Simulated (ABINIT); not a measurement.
Wanted: the native input for an ABINIT 10.8.3 (patched build) run.

| Property | Result |
| --- | --- |
| Task | single point |
| Functional | PBE |
| Potentials or basis | JTH PAW PBE v2.0 |
| Cutoff | 517 eV |
| k mesh | 9 × 9 × 9 |
| Occupations | fermi-dirac, width 0.05 eV |
| Spin | no spin polarisation |
| Fine-grid cutoff | 1034.03 eV |

MgB:

```xyz
2
Lattice="2.8952 0.0000 0.0000 0.0000 2.8952 0.0000 0.0000 0.0000 2.8952" Properties=species:S:1:pos:R:3 pbc="T T T"
Mg   -0.0151    0.0124   -0.0113
B     1.4671    1.4059    1.4554
```

The cell was built by a generator and needn't be a form met in nature.

The cell isn't the ideal one: atoms moved at random, drawn with an rms of 0.05 Å.

One way to write it, as run:

run.abi

```
pp_dirpath "./"
pseudos "Mg.GGA_PBE-JTH.xml, B.GGA_PBE-JTH.xml"

acell 5.4710405897 5.4710405897 5.4710405897
rprim
     1.0000000000     0.0000000000     0.0000000000
     0.0000000000     1.0000000000     0.0000000000
     0.0000000000     0.0000000000     1.0000000000
ntypat 2
znucl 12 5
natom 2
typat 1 2
xred
    -0.0052070000     0.0042900000    -0.0039160000
     0.5067340000     0.4856170000     0.5027170000
chkprim 0
chksymtnons 0
tolsym 1.0e-6

ecut 19.0
pawecutdg 38.0
pawxcdev 0

kptopt 1
ngkpt 9 9 9
nshiftk 1
shiftk 0.0 0.0 0.0

ixc 11

nband 11
occopt 3
tsmear 0.05 eV

nstep 100
tolvrs 1.0e-9

iomode 3
prtwf 0
prtden 0
prteig 0
prtebands 0
enunit 2
```

Potentials or basis: JTH PAW PBE v2.0.

Command:

```sh
$ abinit run.abi > log 2>&1
```

It gave:

```yaml
Pressure: 0.0 GPa
Largest_force: 0.279 eV/Å
Band_gap_on_the_k_mesh: none (metal or under the smearing width)
Valence_electrons_inside_the_program's_atomic_spheres: Mg 8.27; B 1.51
```

Wall time 46 s on 1 thread of Arm Neoverse V2, on a shared host, peak memory 0.15 GiB.
